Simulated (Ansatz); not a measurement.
# Cu: element swaps in one structure

The task here is to estimate one member of a computed series from the others.

Program: Ansatz 0.2.0. Level of theory: DFT r2SCAN, scalar-relativistic, plane waves, PAW. These are calculated values, not measurements.

1 further run of the same task is left out (set aside as unsound or not needed).

## The structure to begin with

Symmetry: P6_3/mmc, No. 194, hexagonal system. Conventional cell: a = 2.529 Å, b = 2.529 Å, c = 8.264 Å, α = 90.00°, β = 90.00°, γ = 120.00°. Around Cu (site symmetry -3m) lie 12 Cu at 2.53 Å. Around Cu (site symmetry -6m2) lie 12 Cu at 2.53 Å.

Coordinates:

```
CELL_PARAMETERS angstrom
2.52934 0.00000 0.00000
-1.26467 2.19047 0.00000
0.00000 0.00000 8.26394
ATOMIC_POSITIONS crystal
Cu 0.00000 0.00000 0.00000
Cu 0.33333 0.66667 0.25000
Cu 0.00000 0.00000 0.50000
Cu 0.66667 0.33333 0.75000
```

It goes back to an entry of the Materials Project, which need not be the stable form.

This cell was relaxed beforehand with the same method: volume 11.45 Å³/atom, gap on the mesh none (metal).

Set-up of the first run:

Contents of input.yaml:

```yaml
crystal:
  lattice:
    - [3.3130313871, 0.0, 0.0]
    - [-1.6565156936, 2.8691693448, 0.0]
    - [0.0, 0.0, 10.824443313]
  atoms:
    - { symbol: Sr, position: [0.0, 0.0, 0.0] }
    - { symbol: Sr, position: [0.3333333333, 0.6666666667, 0.25] }
    - { symbol: Sr, position: [0.0, 0.0, 0.5] }
    - { symbol: Sr, position: [0.6666666667, 0.3333333333, 0.75] }
basis:
  ecutwfc: 500
kpoints:
  mp_grid: { grid: [6, 6, 2] }
hamiltonian:
  xc: r2scan
scf:
  occupations: { method: gaussian, width: 0.1 }
output:
  forces: true
  stress: true
  eigenvalues: true
```

On the command line:

```
ansatz run input.yaml --threads 1 --pin off --max-ram 2560MiB --backend cpu --events-out ev --progress --plain --runs-dir out
```

Among the steps run: A first look at the start (Sr); A loose first relaxation (Sr); The relaxation (Sr).

One table of the session follows, with a row left open; its other results are not shown here.

Lengths are those of the vectors of the cell that was run:

```
   swap  volume (Å³/atom)  a (Å)  b (Å)   c (Å)
   none             11.45  2.529  2.529   8.264
Cu → Cd                 ?      ?      ?       ?
Cu → Au             17.56  2.909  2.909   9.585
Cu → Zn             14.21  2.679  2.679   9.140
Cu → Sr             56.87  4.305  4.305  14.170
```

Estimate the missing values for Cu → Cd.

The run gave: volume (Å³/atom): 22.13; a (Å): 2.961; b (Å): 2.961; c (Å): 11.655. In the column «volume (Å³/atom)» it lies between Cu → Au (17.56) and Cu → Sr (56.87).

Lengths are those of the computed cell. Rows of earlier swaps come from the sessions before.
